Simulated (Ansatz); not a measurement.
# C₂H₃ClInNO: one species, many methods

An exercise on one series of results from a longer session: the logs are not shown, and one member is left open.

Computed with Ansatz 0.2.0, Gaussian basis. Level: functionals in def2-TZVPP, the program's frozen cores in correlated methods.

Levels to be run: LDA (SPW92), PBE-D4, revPBE-D4, BLYP-D4, r2SCAN-D4, B97M-V, PBE0-D4, B3LYP-D4, r2SCANh-D4, r2SCAN0-D4, HSE06-D4, BHLYP-D4, CAM-B3LYP-D4, LC-ωPBE, ωB97X-V, ωB97M-V, B2PLYP, PBE-QIDH; CCSD(T)/def2-SVP; CCSD(T)/def2-TZVPP; MP2/def2-QZVPP; extrapolation to the limit; RPA on PBE.

**The relaxed structure**

The geometry comes from an earlier relaxation with PBE0-D4 in a triple-zeta def2 set; it is a stationary point, not always the lowest conformer. In takes the def2 core potential; no spin-orbit term is included.

SMILES `[CH3][In]([Cl])[N]=C=O`, 9 atoms, charge 0, spin multiplicity 1.

Atoms are counted from 1 here; the program's logs count them from 0.

Bond lengths: C1–In2 2.119 Å, C1–H7 1.089 Å, C1–H8 1.089 Å, C1–H9 1.090 Å, In2–Cl3 2.326 Å, In2–N4 2.030 Å, N4–C5 1.204 Å, C5–O6 1.167 Å. Angles: In2–C1–H7 109.2°, In2–C1–H8 109.5°, In2–C1–H9 108.9°, H7–C1–H8 110.3°, H7–C1–H9 109.0°, H8–C1–H9 109.8°, C1–In2–Cl3 125.7°, C1–In2–N4 123.7°, Cl3–In2–N4 110.6°, In2–N4–C5 136.3°, N4–C5–O6 176.3°.

Set-up of the first run:

in.yaml reads:

```yaml
crystal:
  periodic: [false, false, false]
  atoms:
    - {symbol: C, position_ang: [-0.417306, -1.581370, 1.183782]}
    - {symbol: In, position_ang: [0.459563, -0.091664, -0.041265]}
    - {symbol: Cl, position_ang: [2.708929, 0.040716, -0.616803]}
    - {symbol: N, position_ang: [-0.583598, 1.436324, -0.875732]}
    - {symbol: C, position_ang: [-0.330423, 2.380846, -1.578903]}
    - {symbol: O, position_ang: [-0.157520, 3.314586, -2.257607]}
    - {symbol: H, position_ang: [-0.069680, -2.561928, 0.861227]}
    - {symbol: H, position_ang: [-1.501727, -1.521300, 1.109312]}
    - {symbol: H, position_ang: [-0.108247, -1.416209, 2.215998]}
basis:
  gaussian: {orbitals: def2-TZVPP}
hamiltonian: {xc: lda}
output: {orbitals: {seedname: orbitals}}
```

Launch:

```console
> ansatz run in.yaml --threads 4 --pin off --events-out ev --progress --plain --max-ram 10444MiB
```

Among the steps run: LDA; PBE-D4 (GGA); revPBE-D4 (GGA); BLYP-D4 (GGA); r2SCAN-D4 (meta-GGA); B97M-V (meta-GGA); B3LYP-D4 (hybrid); r2SCANh-D4 (hybrid); r2SCAN0-D4 (hybrid); HSE06-D4 (hybrid); BHLYP-D4 (hybrid); CAM-B3LYP-D4 (range-separated); LC-ωPBE (range-separated); ωB97X-V (range-separated); ωB97M-V (range-separated); B2PLYP (double hybrid); PBE-QIDH (double hybrid).

One of the session's tables, all rows but one given; the rest of the session is left out.

It belongs to the step «Frontier levels by functional». 

```
  functional  HOMO (eV)  LUMO (eV)  gap (eV)
 LDA (SPW92)      -7.23      -2.71      4.52
      PBE-D4      -6.99      -2.42      4.56
   revPBE-D4      -6.90      -2.31      4.60
     BLYP-D4      -6.85      -2.39      4.46
   r2SCAN-D4      -7.29      -2.18      5.11
      B97M-V      -7.29      -2.29      5.00
     PBE0-D4      -8.36      -1.60      6.76
    B3LYP-D4      -8.10      -1.89      6.21
  r2SCANh-D4      -7.80      -1.86      5.94
  r2SCAN0-D4      -8.58      -1.46      7.12
    HSE06-D4      -7.96      -1.96      6.00
    BHLYP-D4      -9.62      -0.96      8.66
CAM-B3LYP-D4      -9.71      -0.81      8.90
     LC-ωPBE     -11.05       0.34     11.40
     ωB97X-V     -10.68       0.20     10.88
     ωB97M-V          ?          ?         ?
```

**Question.** Estimate the row for ωB97M-V.

The run gave: HOMO (eV): -10.58; LUMO (eV): -0.08; gap (eV): 10.50. In the column «HOMO (eV)» it lies between ωB97X-V (-10.68) and CAM-B3LYP-D4 (-9.71).
